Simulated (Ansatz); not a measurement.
# ClH₃NSn radical: up Jacob's ladder to CCSD(T)

One table from this session's results is given with a row withheld; the runs are named, their logs left out.

The runs use Ansatz 0.2.0, Gaussian basis; functionals in def2-TZVPP, the program's frozen cores in correlated methods.

Levels to be run: LDA (SPW92), PBE-D4, revPBE-D4, BLYP-D4, r2SCAN-D4, B97M-V, PBE0-D4, B3LYP-D4, r2SCANh-D4, r2SCAN0-D4, HSE06-D4, BHLYP-D4, CAM-B3LYP-D4, LC-ωPBE, ωB97X-V, ωB97M-V, B2PLYP, PBE-QIDH; CCSD(T)/def2-SVP; CCSD(T)/def2-TZVPP; MP2/def2-QZVPP; extrapolation to the limit; RPA on PBE.

## The geometry

All runs share one geometry, relaxed beforehand with PBE0-D4 in a triple-zeta def2 set. Sn takes the def2 core potential; no spin-orbit term is included.

SMILES `[NH2][SnH][Cl]`, 6 atoms, charge 0, spin multiplicity 2.

Atoms are counted from 1 here; the program's logs count them from 0.

Bond lengths: N1–Sn2 2.035 Å, N1–H4 1.013 Å, N1–H5 1.013 Å, Sn2–Cl3 2.353 Å, Sn2–H6 1.740 Å. Angles: Sn2–N1–H4 113.9°, Sn2–N1–H5 115.6°, H4–N1–H5 108.4°, N1–Sn2–Cl3 100.9°, N1–Sn2–H6 106.1°, Cl3–Sn2–H6 106.1°.

The first run:

File in.yaml:

```yaml
crystal:
  periodic: [false, false, false]
  atoms:
    - {symbol: N, position_ang: [-0.560793, 0.198421, -0.886978]}
    - {symbol: Sn, position_ang: [0.076452, -0.457863, 0.930450]}
    - {symbol: Cl, position_ang: [2.396409, -0.596984, 0.564855]}
    - {symbol: H, position_ang: [-0.144217, -0.292165, -1.669520]}
    - {symbol: H, position_ang: [-1.565084, 0.217731, -1.018718]}
    - {symbol: H, position_ang: [-0.160667, 0.866761, 2.033810]}
basis:
  gaussian: {orbitals: def2-TZVPP}
magnetization: {spin_polarized: true, initial_magnetization: 1}
hamiltonian: {xc: lda}
output: {orbitals: {seedname: orbitals}}
```

Steps of the session up to this table: LDA; PBE-D4 (GGA); revPBE-D4 (GGA); BLYP-D4 (GGA); r2SCAN-D4 (meta-GGA); B97M-V (meta-GGA); PBE0-D4 (hybrid); B3LYP-D4 (hybrid); r2SCANh-D4 (hybrid); r2SCAN0-D4 (hybrid); HSE06-D4 (hybrid); BHLYP-D4 (hybrid); CAM-B3LYP-D4 (range-separated); LC-ωPBE-D4 (range-separated; the results give it without D4); ωB97X-V (range-separated); ωB97M-V (range-separated); B2PLYP (double hybrid); PBE-QIDH (double hybrid).

One table of the session follows, with a row left open; its other results are not shown here.

It belongs to the step «Orbital energies across the functionals». 

```
  functional  HOMO (eV)  LUMO (eV)  gap (eV)
 LDA (SPW92)      -5.23      -4.55      0.68
      PBE-D4      -5.16      -4.25      0.91
   revPBE-D4      -5.13      -4.15      0.98
     BLYP-D4      -5.02      -4.24      0.78
   r2SCAN-D4      -5.54      -4.02      1.52
      B97M-V      -5.38      -4.33      1.05
     PBE0-D4      -6.31      -3.47      2.84
    B3LYP-D4      -6.08      -3.81      2.27
  r2SCANh-D4      -5.97      -3.72      2.24
  r2SCAN0-D4      -6.60      -3.28      3.32
    HSE06-D4          ?          ?         ?
    BHLYP-D4      -7.31      -2.73      4.59
CAM-B3LYP-D4      -7.55      -2.62      4.94
     LC-ωPBE      -8.88      -1.35      7.53
     ωB97X-V      -8.44      -1.68      6.76
     ωB97M-V      -8.33      -1.75      6.58
```

**Question.** Estimate the row for HSE06-D4.

As computed: HOMO (eV): -5.92; LUMO (eV): -3.84; gap (eV): 2.08. In the column «HOMO (eV)» it lies between r2SCANh-D4 (-5.97) and r2SCAN-D4 (-5.54).
